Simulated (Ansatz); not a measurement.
**CH4O2SeSi: up Jacob's ladder to CCSD(T)**

One table from this session's results is given with a row withheld; the runs are named, their logs left out.

The runs use Ansatz 0.2.0, Gaussian basis; functionals in def2-TZVPP, the program's frozen cores in correlated methods.

The runs, in order: PBE-D4, r2SCAN-D4, PBE0-D4, B3LYP-D4, ωB97X-V, ωB97M-V, B2PLYP; CCSD(T)/def2-TZVPP; MP2/def2-QZVPP; extrapolation to the limit.

### Structure used throughout

All runs share one geometry, relaxed beforehand with PBE0-D4 in a triple-zeta def2 set.

SMILES `O=C([SeH])O[SiH3]`, 9 atoms, charge 0, spin multiplicity 1.

Atoms are counted from 1 here; the program's logs count them from 0.

Bond lengths: O1–C2 1.197 Å, C2–Se3 1.917 Å, C2–O4 1.330 Å, Se3–H6 1.467 Å, O4–Si5 1.702 Å, Si5–H7 1.479 Å, Si5–H8 1.478 Å, Si5–H9 1.478 Å. Angles: O1–C2–Se3 121.8°, O1–C2–O4 124.4°, Se3–C2–O4 113.8°, C2–Se3–H6 94.7°, C2–O4–Si5 116.9°, O4–Si5–H7 102.4°, O4–Si5–H8 110.0°, O4–Si5–H9 110.0°, H7–Si5–H8 111.1°, H7–Si5–H9 111.1°, H8–Si5–H9 111.9°.

Set-up of the first run:

in.yaml reads:

```yaml
crystal:
  periodic: [false, false, false]
  atoms:
    - {symbol: O, position_ang: [0.543232, -1.678597, 0.469271]}
    - {symbol: C, position_ang: [0.972960, -0.596712, 0.190103]}
    - {symbol: Se, position_ang: [2.855023, -0.234841, 0.153836]}
    - {symbol: O, position_ang: [0.219266, 0.454345, -0.119584]}
    - {symbol: Si, position_ang: [-1.466488, 0.222670, -0.112150]}
    - {symbol: H, position_ang: [2.699080, 1.171938, -0.232637]}
    - {symbol: H, position_ang: [-1.972236, 1.559596, -0.491275]}
    - {symbol: H, position_ang: [-1.842414, -0.792630, -1.118701]}
    - {symbol: H, position_ang: [-1.920023, -0.151970, 1.244039]}
basis:
  gaussian: {orbitals: def2-TZVPP}
hamiltonian: {xc: pbe, dispersion: d4}
output: {forces: true, orbitals: {seedname: orbitals}}
```

Started as:

```console
> ansatz run in.yaml --threads 4 --pin off --events-out ev --progress --plain --max-ram 10444MiB
```

Steps of the session up to this table: PBE-D4 (GGA); r2SCAN-D4 (meta-GGA); PBE0-D4 (hybrid); B3LYP-D4 (hybrid); ωB97X-V (range-separated); ωB97M-V (range-separated); B2PLYP (double hybrid); CCSD(T) in def2-TZVPP; MP2 in def2-QZVPP.

One of the session's tables, all rows but one given; the rest of the session is left out.

```
            method  atomisation energy (kJ/mol)
            PBE-D4                       3331.8
         r2SCAN-D4                       3265.7
           PBE0-D4                       3227.7
          B3LYP-D4                       3235.3
           ωB97X-V                       3260.2
           ωB97M-V                       3244.7
            B2PLYP                       3203.2
     HF/def2-TZVPP                       2196.2
    MP2/def2-TZVPP                            ?
   CCSD/def2-TZVPP                       3077.9
CCSD(T)/def2-TZVPP                       3148.1
           MP2/CBS                       3335.3
       CCSD(T)/CBS                       3249.0
```

Q: Estimate the row for MP2/def2-TZVPP from the others.

The run gave: atomisation energy (kJ/mol): 3234.3. In the column «atomisation energy (kJ/mol)» it lies between PBE0-D4 (3227.7) and B3LYP-D4 (3235.3).

Limits of these values: Free atoms (2 O, 1 C, 1 Se, 1 Si, 4 H) were run apart at each level; the atomisation energy is their sum less the molecule, without zero-point or spin-orbit terms.
